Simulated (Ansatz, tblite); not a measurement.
**The cluster Hg₄O₅: rung by rung**

How do method and basis change the picture of the cluster Hg₄O₅ (singlet)?

Computed with Ansatz 0.2.0, Gaussian basis. Level: as each input shows.

Levels to be run: GFN1-xTB, GFN2-xTB, PBE-D4/def2-TZVP, r2SCAN-D4/def2-TZVP, ωB97X-V/def2-TZVP, B97M-V/def2-TZVP, r2SCANh-D4/def2-TZVP, PBE-D4/def2-SVP, PBE0-D4/def2-SVP, PBE0-D4/def2-TZVPD, PBE-D4/def2-TZVPD, MP2/def2-TZVP, RPA/def2-TZVP.

6 further runs of the same task are left out: 3 that didn't finish, 3 set aside as unsound or not needed. Runs told in other sessions of the task aren't counted.

## (1) The geometry

The singlet was relaxed beforehand with B3LYP-D4/def2-SVP. At that level it is the lowest of the isomers that a small search found.

9 atoms, charge 0, spin multiplicity 1.

Bond lengths: Hg1–Hg4 2.998 Å, Hg2–O6 2.004 Å, Hg2–O7 2.089 Å, Hg3–Hg4 3.147 Å, Hg4–O6 2.175 Å, O5–O8 1.268 Å, O7–O9 1.313 Å. Angles: O6–Hg2–O7 159.6°, Hg1–Hg4–Hg3 98.4°, Hg1–Hg4–O6 136.5°, Hg3–Hg4–O6 119.6°, Hg2–O6–Hg4 93.4°, Hg2–O7–O9 105.8°.

Hg takes a core potential in the def2 sets. No spin-orbit coupling is included.

PBE0-D4/def2-TZVP was run before; its log isn't repeated, and its numbers join the tables.

## (2) GFN1-xTB

Tight binding, by tblite at 300 K electronic temperature and without a spin-polarisation term:

```python
tblite.interface.Calculator('GFN1-xTB', numbers, positions, charge=0, uhf=0).singlepoint()
```

Energy -725.2311 eV, HOMO -11.15 eV, LUMO -10.20 eV; 0.006 s.

## (3) GFN2-xTB

Tight binding, by tblite at 300 K electronic temperature and without a spin-polarisation term:

```python
tblite.interface.Calculator('GFN2-xTB', numbers, positions, charge=0, uhf=0).singlepoint()
```

Energy -634.1978 eV, HOMO -11.24 eV, LUMO -10.38 eV; 0.007 s.

## (4) PBE-D4/def2-TZVP

start.molden holds the orbitals of an earlier run on this state, given as this run's starting guess.

in.yaml reads:

```yaml
crystal:
  periodic: [false, false, false]
  atoms:
    - {symbol: Hg, position_ang: [-4.190356, -1.431413, -0.017171]}
    - {symbol: Hg, position_ang: [1.035319, 1.048401, 1.511878]}
    - {symbol: Hg, position_ang: [-0.842779, 0.582822, -2.545089]}
    - {symbol: Hg, position_ang: [-1.658021, 0.101329, 0.456302]}
    - {symbol: O, position_ang: [0.433653, -1.245780, -0.001466]}
    - {symbol: O, position_ang: [-0.873111, 1.410590, 2.005595]}
    - {symbol: O, position_ang: [2.676834, 0.302939, 0.456065]}
    - {symbol: O, position_ang: [1.105708, -1.056356, -1.060269]}
    - {symbol: O, position_ang: [2.312754, 0.287468, -0.805844]}
basis:
  gaussian: {orbitals: def2-TZVP, initial_orbitals: start.molden}
hamiltonian: {xc: pbe, dispersion: d4}
scf: {omitted_lower_state_checks: [starts]}
output: {orbitals: {seedname: orbitals}}
```

The run is started by

```console
> ansatz run in.yaml --threads 4 --pin off --events-out ev --progress --plain --max-ram 4787MiB
```

Further steps of the session: r2SCAN-D4/def2-TZVP; ωB97X-V/def2-TZVP; B97M-V/def2-TZVP; r2SCANh-D4/def2-TZVP; PBE-D4/def2-SVP; PBE0-D4/def2-SVP; PBE0-D4/def2-TZVPD; PBE-D4/def2-TZVPD; MP2/def2-TZVP; RPA/def2-TZVP.

Q: Predict the results of all the runs planned. Wanted: gap in def2-TZVP, named functionals, smallest and largest; correlation energy, MP2/def2-TZVP; binding an atom, functionals in def2-TZVP; PBE0 total energy, smallest basis above largest.

The runs gave:

```
                                                 quantity                                value
gap in def2-TZVP, named functionals, smallest and largest  0.45 eV (PBE-D4), 5.21 eV (ωB97X-V)
                        correlation energy, MP2/def2-TZVP                            -84.09 eV
                binding an atom, functionals in def2-TZVP   1.19 (ωB97X-V) to 1.64 eV (PBE-D4)
          PBE0 total energy, smallest basis above largest      13.44 eV (def2-SVP, def2-TZVPD)
```

Orbital gaps of the named functionals in def2-TZVP span 0.45 eV (PBE-D4) to 5.21 eV (ωB97X-V); exact exchange widens it.
